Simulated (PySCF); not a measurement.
**C₃H₁₂AlAs: geometry, NMR shifts**

Aim: predict the NMR shifts of C₃H₁₂AlAs (`[H][As@OH3+]([H])([AlH3-])C(C)C`).

Computed with PySCF 2.14.0, with density-fitted response routines of our own, on a single molecule in the gas phase. Atoms are numbered from 0 throughout.

### 1 The molecule as given

17 atoms, charge 0, multiplicity 1; geometry from: GFN2-xTB.

Bonds of the start (Å): C0–C1 1.53, C1–C2 1.52, C1–As3 1.98, As3–Al4 2.58, C0–H5 1.09, C0–H6 1.09, C0–H7 1.09, C1–H8 1.10, C2–H9 1.09, C2–H10 1.09, C2–H11 1.09, As3–H12 1.51, As3–H13 1.49, Al4–H14 1.58, Al4–H15 1.57, Al4–H16 1.56.

### 2 Optimising the geometry at PBE0-D3(BJ)/def2-SVP

What the job is given:

```
{"job": {"xc": "PBE0", "basis": "def2-SVP", "d3": "d3bj", "grid": 1, "kind": "geom"}, "charge": 0, "multiplicity": 1}
C     -0.925530    -1.413311     0.692161
C     -0.509654    -0.031150     0.196727
C     -1.710365     0.792086    -0.251425
As     0.861690    -0.238579    -1.220987
Al     2.627214     0.574836     0.482093
H     -0.047691    -1.970693     1.028305
H     -1.623539    -1.336115     1.525448
H     -1.407952    -1.976754    -0.110106
H     -0.000825     0.493366     1.023010
H     -2.434254     0.892697     0.557284
H     -1.394779     1.791432    -0.555635
H     -2.206187     0.312113    -1.097497
H     -0.033907    -0.931417    -2.216390
H      0.617436     1.076851    -1.886073
H      1.947042     1.996609     0.568646
H      2.287746    -0.472852     1.602720
H      3.946557     0.452911    -0.348191
```

**Question.** This job is followed by: GIAO PBE0/aug-cc-pVDZ NMR shielding, non-relativistic, gas phase; GIAO PBE0/pcSseg-0 NMR shielding, non-relativistic, gas phase. What will the session give for the following? point group; rotational constants (main isotopes); ¹³C shifts against TMS (PBE0/aug-cc-pVDZ, means over atoms taken as alike); ¹H shifts against TMS (PBE0/aug-cc-pVDZ, means over atoms taken as alike); ⁷⁵As shifts against AsH3 (PBE0/aug-cc-pVDZ); ²⁷Al shifts against AlH4- (PBE0/aug-cc-pVDZ); range of the shift of As3.

As calculated:

| quantity | value |
| --- | --- |
| point group | C1 |
| rotational constants (main isotopes) | 4.18, 1.33, 1.09 GHz |
| ¹³C shifts against TMS (PBE0/aug-cc-pVDZ, means over atoms taken as alike) | 30.1, 23.4 ppm |
| ¹H shifts against TMS (PBE0/aug-cc-pVDZ, means over atoms taken as alike) | 4.12, 4.00, 2.20, 1.42 ppm |
| ⁷⁵As shifts against AsH3 (PBE0/aug-cc-pVDZ) | 352 ppm |
| ²⁷Al shifts against AlH4- (PBE0/aug-cc-pVDZ) | 30.1 ppm |
| range of the shift of As3 | 308 to 352 ppm |

In words: Over 14 steps the energy fell by 0.567 eV; of the close pairs, Al4–H16 changed most, 1.564 to 1.600 Å. At PBE0/aug-cc-pVDZ: Shielding is most anisotropic at As3 (span 351 ppm, paramagnetic term -1213 ppm). In ppm, As3 moves most: its shift spreads over 44 ppm, from 308 (PBE0/pcSseg-0) to 352 (PBE0/aug-cc-pVDZ). Part of that comes from the computed reference. Spin-orbit coupling is left out, which matters for shieldings and couplings at and beside the heavy atoms.
